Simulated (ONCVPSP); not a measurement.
**Copper: generating and testing an ONCV potential**

Task: generate the file, and judge it by its errors in other configurations, its logarithmic derivatives, its ghosts and its cutoff.

The numbers are computed with ONCVPSP 4.0.1.1 (patched build) (PBEsol, scalar-relativistic, spin-unpolarised reference atom).

### Step 1. The design

Typed settings, in words:

```json
{
  "element": "copper (Cu, Z = 29)",
  "type": "optimised norm-conserving Vanderbilt (ONCV)",
  "frozen core": "[Ne]",
  "valence charge": "19",
  "reference configuration": "3s2 3p6 3d10 (charge +1)",
  "partial waves": "3s: rc 0.75 bohr, ncon 3, nbas 6, qcut 11.3 1/bohr, 2 projectors, debl 3.7 Ha; 3p: rc 0.90 bohr, ncon 4, nbas 8, qcut 16.3 1/bohr, 2 projectors, debl 3.4 Ha; 3d: rc 0.75 bohr, ncon 4, nbas 7, qcut 12.2 1/bohr, 2 projectors, debl 1.8 Ha",
  "local potential": "polynomial inside 0.65 bohr (lpopt 5, dvloc0 0 Ha)",
  "core correction": "Teter function, fcfact 2.75, rcfact 1.45"
}
```

### Step 2. The generation run

File Cu.dat:

```
# ATOM AND REFERENCE CONFIGURATION
# atsym  z   nc   nv     iexc    psfile
  Cu 29.00    3    3  -116133      upf
#
#   n    l    f
    1    0    2.00
    2    0    2.00
    2    1    6.00
    3    0    2.00
    3    1    6.00
    3    2   10.00
#
# PSEUDOPOTENTIAL AND OPTIMIZATION
# lmax
    2
#
#   l,   rc,      ep,       ncon, nbas, qcut
    0    0.75    0.00    3    6   11.30
    1    0.90    0.00    4    8   16.30
    2    0.75    0.00    4    7   12.20
#
# LOCAL POTENTIAL
# lloc, lpopt,  rc(5),   dvloc0
    4    5    0.65    0.00
#
# VANDERBILT-KLEINMAN-BYLANDER PROJECTORs
# l, nproj, debl
    0    2    3.70
    1    2    3.40
    2    2    1.80
#
# MODEL CORE CHARGE
# icmod, fcfact, rcfact
    3    2.75    1.45
#
# LOG DERIVATIVE ANALYSIS
# epsh1, epsh2, depsh
   -6.00    5.00    0.04
#
# OUTPUT GRID
# rlmax, drl
    6.00    0.01
#
# TEST CONFIGURATIONS
# ncnf
    4
# nvcnf
#   n    l    f
    4
    3    0    2.00
    3    1    6.00
    3    2   10.00
    4    0    1.00
#
    3
    3    0    2.00
    3    1    6.00
    3    2    9.00
#
    3
    3    0    2.00
    3    1    6.00
    3    2    8.00
#
    5
    3    0    2.00
    3    1    6.00
    3    2    9.00
    4    0    1.00
    4    1    1.00
#
```

On the command line:

```bash
$ oncvpsp.x < Cu.dat > Cu.out
```

Before running it: what results should come out? Wanted: cutoffs for 1 and 0.1 mHa per electron, occupied waves; bound ghosts; GHOST(+) flags; largest test error; largest phase difference near zero energy, channels read; rms error of d²Exc/dn², without and with the model core; projector energies reset by the program.

As calculated:

| quantity | value |
| --- | --- |
| cutoffs for 1 and 0.1 mHa per electron, occupied waves | 302 Ha and 394 Ha |
| bound ghosts | none found |
| GHOST(+) flags | d at 4191 eV |
| largest test error (AE − PS) | +4.3 meV, for 3s2 3p6 3d9 4s1 4p1 |
| largest phase difference near zero energy, channels read | 0.000 rad |
| rms error of d²Exc/dn², without and with the model core | 2.45 and 1.23 mHa |
| projector energies reset by the program | s: -4.520, 0.250 Ha |

By total energies transferability is very good: the largest error is 4.3 meV on 1.2 eV, for 3s2 3p6 3d9 4s1 4p1. It counts as very hard, with 302 Ha needed at the looser tolerance. At the looser tolerance the 3d wave is the slowest; 3p needs 70 Ha. The program's ghost test flags no bound state. Near zero energy the phases of the channels with partial waves agree within 0.001 rad. The program also flags highly localised states, GHOST(+) (d).
